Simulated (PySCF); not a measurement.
# [HfOF]+: structure and properties

What shape and bonds does [HfOF]+ have? It is relaxed from a template within its point group. The species was built from a template and needn't be a known compound.

Computed with PySCF 2.14.0. Level: PBE0, Hf def2-SVP with ECP60, O def2-SVP, F def2-SVP; scalar-relativistic core potentials, no spin–orbit coupling.

1 further run of the same task is left out (for a known fault of the program).

### Step 1. The starting structure

3 atoms, charge 1, spin multiplicity 1.

Bond lengths: Hf1–O2 1.613 Å, Hf1–F3 1.858 Å. Angles: O2–Hf1–F3 131.8°.

Geometry (Å):

```xyz
3
FHfO
Hf    0.0000    0.0000    0.0000
O     1.4725    0.0000    0.6590
F    -1.6956    0.0000    0.7588
```

Formal oxidation states: Hf +4.

### Step 2. SCF at the start, singlet

Input file run.py (the lines that set the calculation):

```python
mol = gto.M(atom='''
Hf     0.00000     0.00000     0.00000
O      1.47250     0.00000     0.65900
F     -1.69560     0.00000     0.75880''',
    basis={'Hf': 'def2-SVP', 'O': 'def2-SVP', 'F': 'def2-SVP'},
    ecp={'Hf': 'def2-SVP'},
    charge=1, spin=0)
mf = dft.RKS(mol, xc='PBE0')
mf.grids.atom_grid = (50, 194)
mf = mf.density_fit()  # fitting sets: Hf def2-universal-JKFIT, O def2-universal-JKFIT, F def2-universal-JKFIT
mf.conv_tol = 1e-08; mf.max_cycle = 55
mf.kernel(dm0)  # dm0: free metal ions and neutral atoms
```

On the command line:

```bash
$ OMP_NUM_THREADS=2 python run.py
```

The log of the run:

```text
init E= -227.635816779338
  HOMO = -0.475438070014889  LUMO = -0.377797353873454  gap/eV = 2.65694
cycle= 1 E= -222.263575764605  delta_E= 5.37  |g|= 1.21  |ddm|= 2.63
  HOMO = -0.55275129727277  LUMO = -0.317330675966513  gap/eV = 6.40612
cycle= 2 E= -222.04556553796  delta_E= 0.218  |g|= 1.62  |ddm|= 1.66
  HOMO = -0.542129793646907  LUMO = -0.346674734951492  gap/eV = 5.31860
cycle= 3 E= -222.502140408104  delta_E= -0.457  |g|= 0.13  |ddm|= 0.99
  HOMO = -0.569159512579578  LUMO = -0.346631858919146  gap/eV = 6.05529
cycle= 4 E= -222.494640337085  delta_E= 0.0075  |g|= 0.24  |ddm|= 0.251
  HOMO = -0.554436548395763  LUMO = -0.349814782058843  gap/eV = 5.56804
cycle= 5 E= -222.505960078656  delta_E= -0.0113  |g|= 0.0136  |ddm|= 0.156
  HOMO = -0.553543506738702  LUMO = -0.348497470037191  gap/eV = 5.57959
cycle= 6 E= -222.505999878645  delta_E= -3.98e-05  |g|= 0.00202  |ddm|= 0.0137
  HOMO = -0.553692012004774  LUMO = -0.348714790127641  gap/eV = 5.57771
cycle= 7 E= -222.506000808852  delta_E= -9.3e-07  |g|= 0.000337  |ddm|= 0.00257
  HOMO = -0.553691592681755  LUMO = -0.348703808195836  gap/eV = 5.57800
cycle= 8 E= -222.506000832561  delta_E= -2.37e-08  |g|= 7.84e-05  |ddm|= 0.000303
  HOMO = -0.553693378147866  LUMO = -0.348705067998825  gap/eV = 5.57802
cycle= 9 E= -222.506000834024  delta_E= -1.46e-09  |g|= 7.01e-06  |ddm|= 8.78e-05
  HOMO = -0.553693686170888  LUMO = -0.348705381297592  gap/eV = 5.57802
Extra cycle  E= -222.50600083403  delta_E= -6.14e-12  |g|= 8.9e-06  |ddm|= 1.5e-05
converged SCF energy = -222.50600083403
```

Wall time 1.9 s (2 threads of AMD EPYC 7R43 (Zen 3), shared host); peak memory 0.27 GiB.

Result: E = -222.506001 Eh, HOMO -15.07 eV, LUMO -9.49 eV, Mulliken charge on Hf1 +1.43 e. 

### Step 3. Relaxation, singlet

Steps are kept in the start's point group, Cs.

Input file run.py (the lines that set the calculation):

```python
mol = gto.M(atom='''
Hf     0.04030     0.00000    -0.11611
O      1.51280     0.00000     0.54289
F     -1.65530     0.00000     0.64269''',
    basis={'Hf': 'def2-SVP', 'O': 'def2-SVP', 'F': 'def2-SVP'},
    ecp={'Hf': 'def2-SVP'},
    charge=1, spin=0)
mf = dft.RKS(mol, xc='PBE0')
mf.grids.atom_grid = (50, 194)
mf = mf.density_fit()  # fitting sets: Hf def2-universal-JKFIT, O def2-universal-JKFIT, F def2-universal-JKFIT
mf.conv_tol = 1e-08; mf.max_cycle = 55
mf.kernel(dm0)  # dm0: an SCF of this state at this start
# quasi-Newton relaxation in Cartesian coordinates to a largest gradient under 0.00045 Eh/bohr, steps kept in the point group
```

On the command line:

```bash
$ OMP_NUM_THREADS=2 python run.py
```

The driver keeps no SCF log for this step, only its results.

Wall time 11 s (2 threads of AMD EPYC 7R43 (Zen 3), shared host).

Relaxation path:

```csv
step,energy from step 1 (eV),largest force component (eV/Å)
1,0.0000,6.6826
2,-0.6257,3.1385
3,-0.8143,1.6707
4,-0.9470,0.2735
5,-0.9530,0.1387
6,-0.9532,0.0568
7,-0.9532,0.0008
```

Distances of close pairs at the start and the end, largest changes first:

```csv
bond,before (Å),after (Å),change (Å)
Hf1–O2,1.613,1.710,+0.097
Hf1–F3,1.858,1.866,+0.008
```

It ends in Cs at E = -222.541031 Eh.

```
Hf    0.0144    0.0000   -0.3733
O     1.3555    0.0000    0.6883
F    -1.4721    0.0000    0.7545
```

### Step 4. The relaxed geometry turned into its symmetry frame

Input file run.py (the lines that set the calculation):

```python
mol = gto.M(atom='''
Hf     0.03158     0.00000    -0.17869
O      1.37270     0.00000     0.88295
F     -1.45484     0.00000     0.94915''',
    basis={'Hf': 'def2-SVP', 'O': 'def2-SVP', 'F': 'def2-SVP'},
    ecp={'Hf': 'def2-SVP'},
    charge=1, spin=0)
mf = dft.RKS(mol, xc='PBE0')
mf.grids.atom_grid = (50, 194)
mf = mf.density_fit()  # fitting sets: Hf def2-universal-JKFIT, O def2-universal-JKFIT, F def2-universal-JKFIT
mf.conv_tol = 1e-08; mf.max_cycle = 55
mf.kernel(dm0)  # dm0: free metal ions and neutral atoms
```

On the command line:

```bash
$ OMP_NUM_THREADS=2 python run.py
```

The log of the run:

```text
init E= -227.609787113136
  HOMO = -0.472949457935986  LUMO = -0.381734380222298  gap/eV = 2.48209
cycle= 1 E= -222.177883025218  delta_E= 5.43  |g|= 1.47  |ddm|= 2.65
  HOMO = -0.587552323950238  LUMO = -0.295526267613177  gap/eV = 7.94643
cycle= 2 E= -221.771424660472  delta_E= 0.406  |g|= 2.04  |ddm|= 2.06
  HOMO = -0.503913122561444  LUMO = -0.351056996093025  gap/eV = 4.15943
cycle= 3 E= -222.467671046641  delta_E= -0.696  |g|= 0.596  |ddm|= 1.43
  HOMO = -0.571805434411906  LUMO = -0.34252673242726  gap/eV = 6.23899
cycle= 4 E= -222.522097409144  delta_E= -0.0544  |g|= 0.304  |ddm|= 0.588
  HOMO = -0.554285447526939  LUMO = -0.352831466528823  gap/eV = 5.48184
cycle= 5 E= -222.540913243548  delta_E= -0.0188  |g|= 0.0227  |ddm|= 0.214
  HOMO = -0.55204865170276  LUMO = -0.349952779599082  gap/eV = 5.49931
cycle= 6 E= -222.541028357695  delta_E= -0.000115  |g|= 0.00363  |ddm|= 0.0247
  HOMO = -0.552500944165536  LUMO = -0.350432548527134  gap/eV = 5.49856
cycle= 7 E= -222.541031322821  delta_E= -2.97e-06  |g|= 0.000846  |ddm|= 0.00485
  HOMO = -0.552545771951496  LUMO = -0.350409084973908  gap/eV = 5.50042
cycle= 8 E= -222.54103148413  delta_E= -1.61e-07  |g|= 0.000106  |ddm|= 0.000689
  HOMO = -0.55255693343959  LUMO = -0.350408549420166  gap/eV = 5.50074
cycle= 9 E= -222.541031487833  delta_E= -3.7e-09  |g|= 3.49e-05  |ddm|= 0.000174
  HOMO = -0.552547447176893  LUMO = -0.350412452380379  gap/eV = 5.50037
Extra cycle  E= -222.541031486154  delta_E= 1.68e-09  |g|= 0.0001  |ddm|= 0.000104
converged SCF energy = -222.541031486154
```

It took 0.6 s on 2 threads of AMD EPYC 7R43 (Zen 3), shared host.

It gives: E = -222.541031 Eh, HOMO -15.04 eV, LUMO -9.54 eV, Mulliken charge on Hf1 +1.47 e. 

### Step 5. Harmonic vibrations

run.py (the lines that set the calculation), as its differences from that of step 4:

```diff
@@ -10,3 +10,4 @@
 mf = mf.density_fit()  # fitting sets: Hf def2-universal-JKFIT, O def2-universal-JKFIT, F def2-universal-JKFIT
-mf.conv_tol = 1e-08; mf.max_cycle = 55
-mf.kernel(dm0)  # dm0: free metal ions and neutral atoms
+mf.conv_tol = 1e-10; mf.max_cycle = 55
+mf.kernel(dm0)  # dm0: the density of the relaxed state
+# Hessian and dipole derivatives by central differences of gradients, 0.02 bohr
```

On the command line:

```bash
$ OMP_NUM_THREADS=2 python run.py
```

The driver keeps no SCF log for this step, only its results.

It took 19 s on 2 threads of AMD EPYC 7R43 (Zen 3), shared host.

Point group Cs; negative numbers are unstable modes, and those under 60 cm⁻¹ are near the numerical noise:

```csv
cm⁻¹,km/mol,symmetry
251,12.8,a'
725,93.0,a'
1021,96.7,a'
```

### Step 6. Charges, bond orders and levels

Input file run.py (the lines that set the calculation):

```python
mol = gto.M(atom='''
Hf     0.01437     0.00000    -0.37334
O      1.35548     0.00000     0.68831
F     -1.47206     0.00000     0.75450''',
    basis={'Hf': 'def2-SVP', 'O': 'def2-SVP', 'F': 'def2-SVP'},
    ecp={'Hf': 'def2-SVP'},
    charge=1, spin=0)
mf = dft.RKS(mol, xc='PBE0')
mf.grids.atom_grid = (75, 302)
mf = mf.density_fit()  # fitting sets: Hf def2-universal-JKFIT, O def2-universal-JKFIT, F def2-universal-JKFIT
mf.conv_tol = 1e-09; mf.max_cycle = 55
mf.kernel(dm0)  # dm0: the density of the relaxed state
```

On the command line:

```bash
$ OMP_NUM_THREADS=2 python run.py
```

The log of the run:

```text
init E= -222.541116614991
  HOMO = -0.55255110248218  LUMO = -0.350407470872767  gap/eV = 5.50061
cycle= 1 E= -222.541116796715  delta_E= -1.82e-07  |g|= 0.000104  |ddm|= 0.000676
  HOMO = -0.552535686280565  LUMO = -0.350409740836476  gap/eV = 5.50013
cycle= 2 E= -222.541116794139  delta_E= 2.58e-09  |g|= 0.000155  |ddm|= 0.00015
  HOMO = -0.552549893315894  LUMO = -0.350404917467152  gap/eV = 5.50064
cycle= 3 E= -222.541116797674  delta_E= -3.54e-09  |g|= 6.95e-05  |ddm|= 0.000143
  HOMO = -0.552543639809583  LUMO = -0.350407184435046  gap/eV = 5.50041
cycle= 4 E= -222.541116798447  delta_E= -7.73e-10  |g|= 3.41e-05  |ddm|= 6.41e-05
  HOMO = -0.552545626019557  LUMO = -0.350407273445875  gap/eV = 5.50046
cycle= 5 E= -222.541116798669  delta_E= -2.22e-10  |g|= 3.98e-06  |ddm|= 2.35e-05
  HOMO = -0.552545157526036  LUMO = -0.350406981709689  gap/eV = 5.50046
Extra cycle  E= -222.541116798662  delta_E= 7.16e-12  |g|= 7.46e-06  |ddm|= 7.45e-06
converged SCF energy = -222.541116798662
```

Run time: 4.5 s. Hardware: 2 threads of AMD EPYC 7R43 (Zen 3), shared host.

It gives: E = -222.541117 Eh, HOMO -15.04 eV, LUMO -9.54 eV, Mulliken charge on Hf1 +1.47 e, largest force component 0.025 eV/Å. 

Löwdin charges:

```csv
atom,value (e)
Hf1,1.10
O2,-0.04
F3,-0.06
```

Mulliken charges: Hf1 +1.47, O2 -0.20, F3 -0.27 e.

Contacts (the nearest donor of each ligand) and Mayer bond orders:

```csv
contact,distance (Å),bond order
Hf1–O2 (O),1.710,2.49
Hf1–F3 (F),1.866,1.22
```

Mulliken populations of Hf1 outside the core potential: s 2.18, p 6.14, d 2.06, f 0.16.

The fields below are evaluated on a grid from the run's orbitals.

Frontier orbitals at PBE0, with the share of their density that lies nearest to each atom:

```csv
orbital,energy (eV),lies on
HOMO-1,-15.36,O2 79 %; Hf1 19 %
HOMO,-15.04,O2 77 %; F3 12 %; Hf1 11 %
LUMO,-9.54,Hf1 86 %; O2 7 %; F3 6 %
```

ELF in a plane through or near 3 of the atoms.

Ten even steps from '0' (0.00) to '9' (0.88):
```
0000000000000000000000000000
0000000000000000000000000000
0000000000000000000000000000
0000000000000111100000000000
0000000000001233210000000000
0000000000146777520000000000
0000001111279999620000000000
0000013553377068522332000000
0000135776457368336764200000
0000246899756995379986310000
0001358984685323775797420000
0000358986597214887897410000
0000257998997313799986310000
0000125789875201467653100000
0000013466543100134321000000
0000000122210000000000000000
0000000000000000000000000000
0000000000000000000000000000
0000000000000000000000000000
0000000000000000000000000000
```
The map spans 8.1 Å across and 6.7 Å up, centred on the molecule. Atoms in the plane (x, y in Å): Hf1 (-0.1, 0.7), O2 (-1.4, -0.4), F3 (1.5, -0.3).

log10 of the density (e/Å³) in the same plane.

Ten even steps from '0' (-4.0) to '9' (1.4):
```
0000000000001111100000000000
0000000000112222211000000000
0000000001223333322110000000
0000000112334444433210000000
0000011223445555543221000000
0000122344567777654332100000
0001223445678887655433210000
0012334556788688766554321000
0012345667778788777665432000
0012456677778887778876542100
0023456789887777789987543100
0023456799887666789986543100
0013456788876556788876542100
0012345666665545566655431000
0001234555554434455544320000
0000122334333222233322100000
0000011222222111111110000000
0000000011111000000000000000
0000000000000000000000000000
0000000000000000000000000000
```
The map spans 8.1 Å across and 6.7 Å up, centred on the molecule. Atoms in the plane (x, y in Å): Hf1 (-0.1, 0.7), O2 (-1.4, -0.4), F3 (1.5, -0.3).

On the surface of density 0.002 e/bohr³ the electrostatic potential runs, from the 1st to the 99th percentile, from 2.31 V near O2 to 14.34 V near Hf1.

### Step 7. Results

| quantity | value |
| --- | --- |
| state and point group | singlet, Cs |
| modes | 251 to 1021 cm⁻¹, none unstable |
| strongest infrared band (modes within 1.5 cm⁻¹ summed) | 1021 cm⁻¹ (97 km/mol) |
| zero-point energy | 0.124 eV |
| ideal gas, 298 K, 1 bar | S = 284.9, Cp = 45.4 J/(mol K) |
| metal–ligand contacts | 1.71 to 1.87 Å |
| frontier levels | HOMO -15.04 eV, LUMO -9.54 eV |
| dipole about the centre of mass | 6.45 D |
| mean polarisability | 3.3 Å³ |

What this shows: All modes are real, so the structure is a minimum. The metal carries +1.10 e by Löwdin's partition against a formal +4, and bond orders to the nearest donors reach 2.49. Both measures hang on the basis. One start shape was tried, so another isomer may lie lower. The bases are small and lack diffuse functions. Spin–orbit coupling is left out.
